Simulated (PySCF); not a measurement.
# AlH5N2: the cost of one run

Programs: PySCF 2.14.0. All values are calculated, for the isolated system unless a continuum is named. Atoms count from 0, parts from 1.

## 1. Starting point

Each species was relaxed by itself at PBE0-D3(BJ)/def2-SVPD.

## 2. Energies of the species: wB97M-D3(BJ)/def2-TZVPD

The job: settings as JSON, then the geometry in Å.

```
{"job": {"kind": "react", "xc": "wB97M-D3(BJ)", "basis": "def2-TZVPD"}, "charge": 0, "multiplicity": 1}
-1 AlBrH4N2 charge 0 multiplicity 1
N     -0.973080    -1.194560    -0.438890
Al     0.325590    -0.220030     0.265490
N      0.476770     1.528020     0.034240
Br     1.880720    -1.264920     1.533170
H     -1.056030    -2.193660    -0.308240
H     -1.729140    -0.846050    -1.012390
H     -0.142250     2.108900    -0.514790
H      1.217980     2.082530     0.440850

-1 H2 charge 0 multiplicity 1
H      0.380160     0.006310     0.008200
H     -0.380160    -0.006310    -0.008200

+1 AlH5N2 charge 0 multiplicity 1
N     -0.299590     1.421590    -0.588560
Al    -0.281970    -0.351850    -0.412670
N      0.560560    -1.099080     0.968600
H     -0.753820     1.902820    -1.353290
H      0.125840     2.092030     0.037650
H     -1.013590    -1.259330    -1.480430
H      1.054140    -0.609300     1.703050
H      0.608430    -2.096850     1.125610

+1 BrH charge 0 multiplicity 1
Br     0.715070     0.004370     0.004710
H     -0.708640    -0.001220    -0.005010
```

With the program's defaults for keys left out, this is: wB97M-D3(BJ)/def2-TZVPD reaction energy of separated species, gas phase.

Run with:

```sh
$ OMP_NUM_THREADS=1 python cluster_run.py task.json out
```

This one command runs all jobs of the session in turn.

Q: Estimate the wall time and peak memory of this first job on 1 thread of Arm Neoverse N1, shared host.

About 44 s, with a peak of 0.76 GiB.
